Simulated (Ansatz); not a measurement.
# Fe (bcc type): the cost of one run

Method: DFT, PBEsol, PAW with Ansatz's default frozen-core files, scalar-relativistic, in Ansatz 0.2.0.

## 1. The structure to begin with

The structure is cubic, space group Im-3m (No. 229). Conventional cell: a = 2.788 Å, b = 2.788 Å, c = 2.788 Å, α = 90.00°, β = 90.00°, γ = 90.00°. Around Fe (site symmetry m-3m) lie 8 Fe at 2.41 Å.

Structure file:

```
CELL_PARAMETERS angstrom
-1.39407 1.39407 1.39407
1.39407 -1.39407 1.39407
1.39407 1.39407 -1.39407
ATOMIC_POSITIONS crystal
Fe 0.00000 0.00000 0.00000
```

## 2. Cell relaxed at zero pressure, PAW

input.yaml reads:

```yaml
crystal:
  lattice:
    - [-1.3940650116, 1.3940650116, 1.3940650116]
    - [1.3940650116, -1.3940650116, 1.3940650116]
    - [1.3940650116, 1.3940650116, -1.3940650116]
  atoms:
    - { symbol: Fe, position: [0.0, 0.0, 0.0], spin: 2.5 }
magnetization:
  spin_polarized: true
kpoints:
  mp_grid: { grid: [19, 19, 19] }
scf:
  occupations: { method: fermi_dirac, width: 0.1 }
hamiltonian:
  xc: pbesol
  pseudopotentials: { kind: paw }
output:
  forces: true
  stress: true
relax:
  f_tol: 0.005
  max_steps: 40
  cell: {}
```

On the command line:

```bash
> ansatz run input.yaml --threads 2 --pin off --max-ram 7168MiB --backend cpu --events-out ev --progress --plain --runs-dir out
```

**Question.** How long does this run take on 2 threads of Arm Neoverse V2, shared host, and how much memory does it need?

About 7 s, with a peak of 0.32 GiB.
